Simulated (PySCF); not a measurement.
# C4H3IS: the cost of one run

Programs: PySCF 2.14.0, with routines of our own; each step states its level. All values are computed. Atoms count from 0.

## 1. The system as given

9 atoms, charge 0, multiplicity 1; geometry from: GFN2-xTB.

## 2. Optimising the geometry at PBE0-D3(BJ)/def2-SVP

What the job is given:

```
{"job": {"xc": "PBE0", "basis": "def2-SVP", "d3": "d3bj", "grid": 1, "maxiter": 30, "shake": 0.01, "kind": "geom"}, "charge": 0, "multiplicity": 1}
I      3.300000     0.381050     0.138590
C      1.188160     0.287270     0.050320
C      0.420890    -0.837990    -0.031200
C     -0.907200    -0.538400    -0.063640
C     -1.200570     0.783960    -0.023300
S      0.234540     1.734540     0.076520
H      0.860270    -1.830760    -0.049850
H     -1.688950    -1.288770    -0.124460
H     -2.149340     1.291940    -0.006710
```

Started as:

```sh
> OMP_NUM_THREADS=2 python heavy_run.py task.json out
```

The driver reads the jobs from task.json and runs them one after another.

Q: Estimate the wall time and peak memory of this first job on 2 threads of Intel Xeon 6975P-C, shared host.

About 28 s, with a peak of 0.52 GiB.
